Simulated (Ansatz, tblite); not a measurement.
# C15H12: a ladder of methods and basis sets

An exercise on one series of results from a longer session: the logs are not shown, and one member is left open.

The runs use Ansatz 0.2.0, Gaussian basis; as each input shows.

Levels to be run: GFN1-xTB, GFN2-xTB, PBE-D4/def2-TZVP, r2SCAN-D4/def2-TZVP, HF/def2-TZVP, r2SCANh-D4/def2-TZVP, PBE-D4/def2-SVP, PBE0-D4/def2-SVP, HF/STO-3G, HF/6-31G, B3LYP-D4/6-31G, MP2/def2-SVP, RPA/def2-SVP.

**The relaxed structure**

The singlet was relaxed beforehand with PBE0-D4/def2-SVP.

SMILES `CC(C)=C=C=C=C=C=C=C=C=C=C(C)C`, 27 atoms, charge 0, spin multiplicity 1.

Bond lengths: C1–C2 1.500 Å, C1–H16 1.104 Å, C1–H17 1.097 Å, C1–H18 1.104 Å, C2–C3 1.500 Å, C2–C4 1.329 Å, C3–H19 1.104 Å, C3–H20 1.104 Å, C3–H21 1.097 Å, C4–C5 1.277 Å, C5–C6 1.292 Å, C6–C7 1.282 Å, C7–C8 1.286 Å, C8–C9 1.286 Å, C9–C10 1.282 Å, C10–C11 1.292 Å, C11–C12 1.277 Å, C12–C13 1.329 Å and more. Angles: C2–C1–H16 110.3°, C2–C1–H17 112.1°, C2–C1–H18 110.2°, H16–C1–H17 108.7°, H16–C1–H18 106.7°, H17–C1–H18 108.7°, C1–C2–C3 117.2°, C1–C2–C4 121.4°, C3–C2–C4 121.4°, C2–C3–H19 110.3°, C2–C3–H20 110.2°, C2–C3–H21 112.1°, H19–C3–H20 106.7°, H19–C3–H21 108.7°, H20–C3–H21 108.7°, C2–C4–C5 180.0°, C4–C5–C6 180.0°, C5–C6–C7 180.0° and more.

PBE0-D4/def2-TZVP was run before; its log isn't repeated, and its numbers join the tables.

The first run:

Tight binding, by tblite at 300 K electronic temperature and without a spin-polarisation term:

```python
tblite.interface.Calculator('GFN1-xTB', numbers, positions, charge=0, uhf=0).singlepoint()
```

Tight binding, by tblite at 300 K electronic temperature and without a spin-polarisation term:

```python
tblite.interface.Calculator('GFN2-xTB', numbers, positions, charge=0, uhf=0).singlepoint()
```

start.molden holds the orbitals of an earlier run on this state, given as this run's starting guess.

in.yaml reads:

```yaml
crystal:
  periodic: [false, false, false]
  atoms:
    - {symbol: C, position_ang: [-0.226978, -5.526195, -4.854678]}
    - {symbol: C, position_ang: [0.821669, -5.120196, -3.861311]}
    - {symbol: C, position_ang: [2.068892, -5.952088, -3.800647]}
    - {symbol: C, position_ang: [0.652878, -4.067740, -3.068206]}
    - {symbol: C, position_ang: [0.491329, -3.056525, -2.305553]}
    - {symbol: C, position_ang: [0.327317, -2.033594, -1.534321]}
    - {symbol: C, position_ang: [0.164116, -1.018199, -0.768451]}
    - {symbol: C, position_ang: [0.000646, 0.000589, -0.000641]}
    - {symbol: C, position_ang: [-0.162371, 1.018866, 0.767945]}
    - {symbol: C, position_ang: [-0.325581, 2.034384, 1.533649]}
    - {symbol: C, position_ang: [-0.490281, 3.057075, 2.305053]}
    - {symbol: C, position_ang: [-0.652529, 4.068487, 3.067297]}
    - {symbol: C, position_ang: [-0.821874, 5.120292, 3.861145]}
    - {symbol: C, position_ang: [-1.466106, 4.985720, 5.209526]}
    - {symbol: C, position_ang: [-0.376982, 6.491913, 3.446407]}
    - {symbol: H, position_ang: [0.190827, -5.518992, -5.876114]}
    - {symbol: H, position_ang: [-1.100166, -4.862465, -4.827471]}
    - {symbol: H, position_ang: [-0.561777, -6.558867, -4.655974]}
    - {symbol: H, position_ang: [1.818183, -7.000016, -3.561985]}
    - {symbol: H, position_ang: [2.569783, -5.961624, -4.784002]}
    - {symbol: H, position_ang: [2.776750, -5.580257, -3.049377]}
    - {symbol: H, position_ang: [-1.759521, 3.950765, 5.425190]}
    - {symbol: H, position_ang: [-0.775671, 5.329200, 5.999017]}
    - {symbol: H, position_ang: [-2.362136, 5.627119, 5.270418]}
    - {symbol: H, position_ang: [0.081271, 6.493277, 2.449544]}
    - {symbol: H, position_ang: [-1.234291, 7.186861, 3.442284]}
    - {symbol: H, position_ang: [0.352622, 6.892231, 4.171254]}
basis:
  gaussian: {orbitals: def2-TZVP, initial_orbitals: start.molden}
hamiltonian: {xc: pbe, dispersion: d4}
scf: {omitted_lower_state_checks: [starts]}
output: {orbitals: {seedname: orbitals}}
```

Launch:

```console
$ ansatz run in.yaml --threads 4 --pin off --events-out ev --progress --plain --max-ram 9574MiB
```

Steps of the session up to this table: PBE-D4/def2-TZVP; r2SCAN-D4/def2-TZVP; HF/def2-TZVP; r2SCANh-D4/def2-TZVP; PBE-D4/def2-SVP; PBE0-D4/def2-SVP; HF/STO-3G; HF/6-31G; B3LYP-D4/6-31G; MP2/def2-SVP; RPA/def2-SVP.

One table of the session follows, with a row left open; its other results are not shown here.

It belongs to the step «Binding energy». 

| level | binding an atom (eV) |
| --- | --- |
| HF/STO-3G | 4.068 |
| HF/6-31G | 3.357 |
| HF/def2-SVP | 3.608 |
| HF/def2-TZVP | 3.517 |
| PBE-D4/def2-SVP | ? |
| PBE-D4/def2-TZVP | 5.145 |
| r2SCAN-D4/def2-TZVP | 4.971 |
| r2SCANh-D4/def2-TZVP | 4.923 |
| B3LYP-D4/6-31G | 4.842 |
| PBE0-D4/def2-SVP | 5.066 |
| PBE0-D4/def2-TZVP | 4.996 |
| MP2/def2-SVP | 4.834 |

Q: Estimate the row for PBE-D4/def2-SVP from the others.

As computed: binding an atom (eV): 5.210. In the column «binding an atom (eV)» it is the highest.

To keep in mind: Free atoms were run apart at each level; binding is atoms less cluster, divided by the number of atoms, without zero-point or spin-orbit terms.
